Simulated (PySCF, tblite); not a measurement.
# C6H10S: geometry, infrared bands and NMR shifts

What infrared bands and NMR shifts should C6H10S (`CC1(C)CCC1=S`) show?

Computed with tblite 0.8.0 and PySCF 2.14.0, with density-fitted response routines of our own, on a single molecule in the gas phase. Atoms count from 0, in the outputs and in this text.

### 1 The starting structure

17 atoms, charge 0, multiplicity 1; geometry from: force field or distance geometry start.

Bonds of the start (Å): C0–C1 1.53, C1–C2 1.51, C1–C3 1.58, C3–C4 1.56, C4–C5 1.51, C5–S6 1.63, C5–C1 1.53, C0–H7 1.10, C0–H8 1.10, C0–H9 1.10, C2–H10 1.10, C2–H11 1.10, C2–H12 1.08, C3–H13 1.10, C3–H14 1.09, C4–H15 1.10, C4–H16 1.10.

### 2 Relaxing the molecule with GFN2-xTB

What the job is given:

```
{"job": {"kind": "relax", "xc": "GFN2-xTB", "basis": "xTB"}, "charge": 0, "multiplicity": 1}
C     -0.910500     0.392200     1.409300
C     -0.330600    -0.003900     0.052700
C     -1.379700    -0.084700    -1.027700
C      0.921000     0.866800    -0.355400
C      1.852400    -0.382400    -0.276900
C      0.634000    -1.185700     0.103700
S      0.455900    -2.769000     0.447600
H     -0.144100     0.450800     2.193600
H     -1.389100     1.376900     1.348300
H     -1.682400    -0.324900     1.741600
H     -1.880400     0.888400    -1.166000
H     -2.166300    -0.817900    -0.778100
H     -0.960600    -0.368800    -1.985000
H      1.196700     1.646700     0.362500
H      0.860700     1.323000    -1.340400
H      2.622700    -0.329900     0.500500
H      2.293300    -0.665600    -1.240100
```

The run is started by

```console
$ OMP_NUM_THREADS=1 python probes_run.py task.json out
```

The driver reads the jobs from task.json and runs them one after another.

**Question.** This job is followed by: GFN2-xTB harmonic vibrations, gas phase; GIAO PBE0/pcSseg-1 NMR shielding, non-relativistic, gas phase. What will the session give for the following? strongest single infrared mode (GFN2-xTB); zero-point energy (GFN2-xTB); ¹³C shifts against TMS (PBE0/pcSseg-1, means over atoms taken as alike); ¹H shifts against TMS (PBE0/pcSseg-1, means over atoms taken as alike); ³³S shifts against CS2 (PBE0/pcSseg-1); surface potential, 1st and 99th percentile.

As calculated:

| quantity | value |
| --- | --- |
| strongest single infrared mode (GFN2-xTB) | 1351 cm⁻¹, 96 km/mol |
| zero-point energy (GFN2-xTB) | 89.8 kcal/mol |
| ¹³C shifts against TMS (PBE0/pcSseg-1, means over atoms taken as alike) | 300.5, 61.3, 47.6, 32.7, 30.1 ppm |
| ¹H shifts against TMS (PBE0/pcSseg-1, means over atoms taken as alike) | 3.30, 2.35, 1.22 ppm |
| ³³S shifts against CS2 (PBE0/pcSseg-1) | 915 ppm |
| surface potential, 1st and 99th percentile | -1.13 V and 0.85 V |

Relaxing lowered the energy by 0.099 eV in 40 steps; the close pair that moved most is C1–C3, from 1.578 to 1.550 Å. All 45 modes are real, so the xTB geometry is a minimum. The strongest single mode, at 1351 cm⁻¹, moves mainly C5. Unscaled tight-binding wavenumbers are off by several per cent, some by more. Its intensities can rank the bands wrongly. The most deshielded carbon is C5 (thiocarbonyl carbon), at 300.5 ppm: low-lying n→π* states of the double bond to the heteroatom give a large paramagnetic term (-376 ppm). At PBE0/pcSseg-1: The widest tensor belongs to S6: span 2312 ppm, with a paramagnetic part of -1469 ppm. At PBE0/pcSseg-1, counted by nearest atom on the grid, the HOMO lies on S6 78 %, the LUMO on C5 41 %; S6 38 %.
